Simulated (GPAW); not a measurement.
Crystal: AgRh.

```
CELL_PARAMETERS angstrom
2.77759 0.00000 0.00000
-1.38879 2.40546 0.00000
0.00000 0.00000 4.80860
ATOMIC_POSITIONS crystal
Ag 0.00000 0.00000 0.50000
Rh 0.66667 0.33333 0.00000
```

The cell comes from a database or a generator and needn't be the stable form of this composition.

Base run:

```yaml
Program: GPAW 26.7.0
Functional: PBEsol
Potentials_or_basis: PAW data sets generated in the run's folder for this functional
Cutoff: 600 eV
Basis: pw
k_mesh: 9 × 9 × 5
Occupations: fermi-dirac, width 0.05 eV
Spin: no spin polarisation
```

Its results: pressure -9.6 GPa.

Problem. The run is repeated on the same cell with these changes: functional from PBEsol to LDA; potentials or basis from PAW data sets generated in the run's folder for this functional to the program's PAW data sets (release 1.2.1) made for this functional. What comes out?

Solution. Pressure -14.8 GPa.
